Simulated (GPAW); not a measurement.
# TeAs2 (I4_1/amd) in GPAW: further runs, part 2 of 2

GPAW 26.7.0.

## Step 3: Equation of state, PBE

run.py

```python
from ase import Atoms
from ase.eos import EquationOfState
from ase.io import Trajectory
from ase.units import GPa
from gpaw import GPAW, PW

atoms = Atoms(['Te', 'Te', 'As', 'As', 'As', 'As'],
              cell=[[-3.556454, 3.556454, 2.940516],
                    [3.556454, -3.556454, 2.940516],
                    [3.556454, 3.556454, -2.940516]],
              scaled_positions=[[0.0, 0.0, 0.0],
                                [0.75, 0.25, 0.5],
                                [0.875, 0.625, 0.25],
                                [0.375, 0.625, 0.75],
                                [0.375, 0.125, 0.75],
                                [0.375, 0.625, 0.25]],
              pbc=True)

traj = Trajectory('eos.traj', 'w')
volumes, energies = [], []
for x in [0.94, 0.96, 0.98, 1.0, 1.02, 1.04, 1.06]:
    a = atoms.copy()
    a.set_cell(atoms.cell * x**(1 / 3), scale_atoms=True)
    calc = GPAW(mode=PW(600),
                xc='PBE',
                kpts={'size': (5, 5, 5), 'gamma': True},
                occupations={'name': 'fermi-dirac', 'width': 0.05},
                nbands=30,
                convergence={'density': 1e-05, 'energy': 1e-05},
                maxiter=150,
                txt=f'eos-{x:.2f}.txt')
    a.calc = calc
    energies.append(a.get_potential_energy(force_consistent=True))
    volumes.append(a.get_volume())
    p = -a.get_stress()[:3].mean() / GPa
    calc.write(f'eos-{x:.2f}.gpw')
    traj.write(a)
    print(f'{x:.2f} {volumes[-1]:10.4f} A^3 {energies[-1]:14.6f} eV {p:9.3f} GPa', flush=True)

v0, e0, B = EquationOfState(volumes, energies, eos='birchmurnaghan').fit()
print(f'V0 = {v0:.4f} A^3, E0 = {e0:.6f} eV, B0 = {B / GPa:.2f} GPa')
```

Potentials or basis: GPAW PAW data sets (gpaw-data 1.2.1), pw.

Launch:

```console
$ OMP_NUM_THREADS=1 python run.py
```

The program printed:

```text
__  _  _
 | _ |_)|_||  |
 |__||  | ||/\| - 26.7.0

Input parameters:
  mode=PW(ecut=600.0),
  convergence={'density': 1e-05, 'energy': 1e-05},
  kpts=MonkhorstPack(size=(5, 5, 5), gamma=True),
  maxiter=150,
  nbands=30,
  occupations=Occupations(name='fermi-dirac', width=0.05),
  xc=XC(name='PBE')

Diagonalizing LCAO Hamiltonian
Converting LCAO to pw mode

        As
         Te

           As    As
              As
       Te

Atoms  # Å, Bohr magnetons
|   | symbol |         x |        y |         z |    initial magnetic moments |
|---|--------|-----------|----------|-----------|-----------------------------|
| 0 |     Te |  0.000000 | 0.000000 |  0.000000 | ( 0.0000,  0.0000,  0.0000) |
| 1 |     Te |  0.000000 | 3.483853 |  1.440244 | ( 0.0000,  0.0000,  0.0000) |
| 2 |     As | -0.000000 | 1.741926 |  3.600611 | ( 0.0000,  0.0000,  0.0000) |
| 3 |     As |  3.483853 | 1.741926 |  0.720122 | ( 0.0000,  0.0000,  0.0000) |
| 4 |     As |  1.741926 | 3.483853 | -0.720122 | ( 0.0000,  0.0000,  0.0000) |
| 5 |     As |  1.741926 | 0.000000 |  2.160366 | ( 0.0000,  0.0000,  0.0000) |

Unit cell  # Å
| periodic |         x |         y |         z |  lengths |     angles |
|----------|-----------|-----------|-----------|----------|------------|
|      yes | -3.483853 |  3.483853 |  2.880489 | 5.707160 | 104.758008 |
|      yes |  3.483853 | -3.483853 |  2.880489 | 5.707160 | 104.758008 |
|      yes |  3.483853 |  3.483853 | -2.880489 | 5.707160 | 119.375146 |

Number of symmetries: 8
Symmetry operations  # r_c * U_cc + t_c -> r_c
|   | kind |            matrix            |
|---|------|------------------------------|
| 0 |  σ   |  1, 1, 1,  0, 0,-1,  0,-1, 0 |
| 1 |  E   |  1, 0, 0,  0, 1, 0,  0, 0, 1 |
| 2 |  C2  |  0, 1, 0,  1, 0, 0, -1,-1,-1 |
| 3 |  S4  |  0, 0, 1, -1,-1,-1,  0, 1, 0 |
| 4 |  σ   |  0, 0,-1,  1, 1, 1, -1, 0, 0 |
| 5 |  C2  |  0,-1, 0, -1, 0, 0,  0, 0,-1 |
| 6 |  C2  | -1, 0, 0,  0,-1, 0,  1, 1, 1 |
| 7 |  S4  | -1,-1,-1,  0, 0, 1,  1, 0, 0 |

BZ-sampling:
  Number of BZ points: 125
  Number of IBZ points: 18

  Monkhorst-Pack size: [5, 5, 5]
  Monkhorst-Pack shift: [0, 0, 0]

K-points  # in reciprocal-cell coordinates
|     |                                coordinates |     weight |
|-----|--------------------------------------------|------------|
|   0 | (  0.00000000,   0.00000000,   0.00000000) | 0.00800000 |
|   1 | (  0.20000000,  -0.20000000,   0.00000000) | 0.03200000 |
|   2 | (  0.20000000,  -0.20000000,   0.20000000) | 0.03200000 |
|   3 | (  0.20000000,   0.00000000,   0.00000000) | 0.06400000 |
|   4 | (  0.20000000,   0.20000000,  -0.20000000) | 0.01600000 |
|   5 | (  0.40000000,  -0.40000000,   0.00000000) | 0.03200000 |
|   6 | (  0.40000000,  -0.40000000,   0.20000000) | 0.06400000 |
|   7 | (  0.40000000,  -0.40000000,   0.40000000) | 0.03200000 |
|   8 | (  0.40000000,  -0.20000000,   0.00000000) | 0.12800000 |
|   9 | (  0.40000000,  -0.20000000,   0.20000000) | 0.06400000 |
| ... |                                            |            |
|  17 | (  0.40000000,   0.40000000,   0.40000000) | 0.06400000 |

Plane wave coefficients: 4694
Cutoff: 600.0 eV

Spin-components: 1 (collinear spins)
Bands:           30
Projectors:      30
Spin-degeneracy: 2
Datatype:        complex128

Parallelization:
  kpt:    1
  domain: 1
  band:   1

Density:
  Valence electrons: 32.0
  Components: 1
  Grid points: [35 35 35]
  Charge: 0.0  # |e|

Potential:
  Grid points: [35 35 35]

species:
  Te:
    name:    Tellurium
    Z:       52.0
    valence: 6
    core:    46
    charge:  0.0  # [|e|]
    compensation charges:
      type: gauss
      rc: 0.36  # [Å]
      lmax: 2
    cutoffs:
      filter: 2.09  # [Å]
      core: 3.17  # [Å]
    projectors
    | kind |    occ | energy [eV] | rcut [Å] |
    |------|--------|-------------|----------|
    |   5s |  2.000 |     -15.089 |    1.180 |
    |   5p |  4.000 |      -5.955 |    1.196 |
    |    s |        |      12.123 |    1.180 |
    |    p |        |      21.256 |    1.196 |
    |    d |        |       0.000 |    1.238 |

    Using partial waves for Te as LCAO basis

  As:
    name:    Arsenic
    Z:       33.0
    valence: 5
    core:    28
    charge:  0.0  # [|e|]
    compensation charges:
      type: gauss
      rc: 0.33  # [Å]
      lmax: 2
    cutoffs:
      filter: 1.87  # [Å]
      core: 2.96  # [Å]
    projectors
    | kind |    occ | energy [eV] | rcut [Å] |
    |------|--------|-------------|----------|
    |   4s |  2.000 |     -14.487 |    1.058 |
    |   4p |  3.000 |      -5.196 |    1.058 |
    |    s |        |      12.725 |    1.058 |
    |    p |        |      22.016 |    1.058 |
    |    d |        |       0.000 |    1.058 |

    Using partial waves for As as LCAO basis

Reference energy: -615593.261268  # eV

eigensolver:
  PPCG
  Converge bands: occupied
  niter=2

density mixing:
  MSR1-Mixer
  Pratt-step length: 0.05
  Maximum mixing coefficient: 0.75
  Old densities: 10
  SVD Regularization: 0.005
  Good broyden scale: 1.0
  Trust region scale: 1.0
  Backstep threshold: 4.0
  History deletion threshold: 6.0
  Fourier metric: weight=20.0, sigma=0.015

occupation numbers:
  Fermi-Dirac:
    width: 0.0500  # eV

poisson solver:
  ecut: 4800.0  # eV

xc functional:
  name: PBE with 2 nearest neighbor stencil

convergence criteria:
- Maximum integral of absolute [dens]ity change: 1e-05 electrons / valence electron
- Maximum [total energy] change in last 3 cyles: 1e-05 eV / valence electron
- Maximum integral of absolute [eigenst]ate change: 4e-08 eV^2 / valence electron
maximum number of iterations: 150

SCF iterations
|iter     | |      energy | eigst |  dens |
|---------|-|-------------|-------|-------|
|iter:   1| |  -23.772165 | -0.48 |       |
|iter:   2| |  -23.784548 | -2.55 | -1.38 |
|iter:   3| |  -23.785409 | -3.42 | -1.41 |
|iter:   4| |  -23.787270 | -4.20 | -1.92 |
|iter:   5| |  -23.786017 | -4.91 | -2.41 |
|iter:   6| |  -23.786177 | -5.63 | -2.71 |
|iter:   7| |  -23.786182c| -6.94 | -3.43 |
|iter:   8| |  -23.786183c| -7.99c| -4.06 |
|iter:   9| |  -23.786183c| -8.27c| -4.75 |
|iter:  10| |  -23.786184c| -8.67c| -5.04c|

Converged in 10 steps
Energy contributions relative to reference atoms: (reference = -615593.261268)

Energy contributions:
  Kinetic:          48.485128
  Coulomb:         -45.696997
  Zero:              0.194112
  External:          0.000000
  Xc:              -26.760751
  Entropy:          -0.015353
  Spinorbit:         0.000000
  ----------------------------
  Free energy:     -23.793860
  Extrapolated:    -23.786184

dipole moment: (-26.050470, -3.701877, -12.299787)  # |e|*Ang

Fermi level: 7.379
Eigenvalues  # (at kpt = [0.000, 0.000, 0.000])
| band index |      eig [eV] | occ [0-2] |
|------------|---------------|-----------|
|          0 |        -7.252 |     2.000 |
|        ... |               |           |
|          8 |         2.854 |     2.000 |
|          9 |         2.854 |     2.000 |
|         10 |         2.986 |     2.000 |
|         11 |         4.295 |     2.000 |
|         12 |         4.295 |     2.000 |
|         13 |         4.987 |     2.000 |
[... 8 lines left out ...]
|         22 |        12.552 |     0.000 |
|         23 |        12.552 |     0.000 |
|        ... |               |           |
|         29 |        16.412 |     0.000 |

No gap
No difference between direct/indirect transitions

Stress tensor  # eV/Ang^3
|         x |         y |         z |
|-----------|-----------|-----------|
| -0.019394 |  0.000000 | -0.000000 |
|  0.000000 | -0.019394 |  0.000000 |
| -0.000000 |  0.000000 | -0.031123 |

# Writing to eos-0.94.gpw (mode='')
```

Wall time 3.5 min (1 thread of Intel Xeon 6975P-C (Granite Rapids), shared host); peak memory 0.48 GiB.

Results:

| Property | Result |
| --- | --- |
| Equilibrium volume | 24.56 Å³/atom |
| Bulk modulus at fixed shape and positions | 64 GPa |
| Pressure derivative of the bulk modulus | 4.6 |

Energy against volume, from the lowest point:
| volume (Å³/atom) | energy (meV/atom) |
| --- | --- |
| 23.307 | 13.46 |
| 23.803 | 4.42 |
| 24.299 | 0.10 |
| 24.795 | 0.00 |
| 25.291 | 3.67 |
| 25.787 | 10.71 |
| 26.283 | 20.76 |

Caveat: the cell was scaled at fixed shape and fractional positions, which overstates the stiffness of a crystal with free parameters, most of all of layers and chains. The run has no spin-orbit coupling, so splittings on Te are missing.

## Step 4: Single point, TB-mBJ

run.py

```python
from ase import Atoms
from ase.dft.bandgap import bandgap
from ase.io import write
from gpaw import GPAW, PW

atoms = Atoms(['Te', 'Te', 'As', 'As', 'As', 'As'],
              cell=[[-3.556454, 3.556454, 2.940516],
                    [3.556454, -3.556454, 2.940516],
                    [3.556454, 3.556454, -2.940516]],
              scaled_positions=[[0.0, 0.0, 0.0],
                                [0.75, 0.25, 0.5],
                                [0.875, 0.625, 0.25],
                                [0.375, 0.625, 0.75],
                                [0.375, 0.125, 0.75],
                                [0.375, 0.625, 0.25]],
              pbc=True)

calc = GPAW(mode=PW(600),
            xc='TB09',
            kpts={'size': (6, 6, 6), 'gamma': True},
            occupations={'name': 'fermi-dirac', 'width': 0.05},
            nbands=30,
            convergence={'density': 1e-05, 'energy': 1e-05},
            eigensolver='cg',
            maxiter=150,
            txt='gpaw.txt')
atoms.calc = calc
energy = atoms.get_potential_energy()
calc.write('gs.gpw')
write('result.traj', atoms)
print('Fermi level:', round(calc.get_fermi_level(), 4), 'eV')
print(f'Gap: {bandgap(calc)[0]:.4f} eV, direct: {bandgap(calc, direct=True)[0]:.4f} eV')
```

Potentials or basis: GPAW PAW data sets for LDA (gpaw-data 1.2.1), pw.

Launch:

```console
$ OMP_NUM_THREADS=1 python run.py
```

It took 2.9 min on 1 thread of Intel Xeon 6975P-C (Granite Rapids), shared host; peak memory 0.41 GiB.

Results (log left out):

```
Band gap on the k mesh : none (metal or under the smearing width)
```

Levels at points of the mesh, in eV from the Fermi level:
```
           k point  band 12  band 13  band 14  band 15  band 16  band 17  band 18  band 19  band 20  band 21
(0.00, 0.00, 0.00)    -2.66    -2.66    -2.13    -2.13    -0.57     1.83     3.11     3.11     4.12     4.12
(0.50, 0.00, 0.50)    -2.03    -1.49    -0.85    -0.34    -0.31    -0.02     0.23     1.52     1.76     2.92
(0.50, 0.50, 0.00)    -2.05    -1.06    -1.06    -0.99    -0.99    -0.12    -0.12     2.12     2.12     3.61
(0.50, 0.50, 0.50)    -2.63    -0.73    -0.73     0.07     0.07     0.33     0.33     0.71     0.71     2.82
```

Caveat: a model potential gives levels but no total energy; the PAW data sets were made with another functional, which shifts forces and pressure a little.
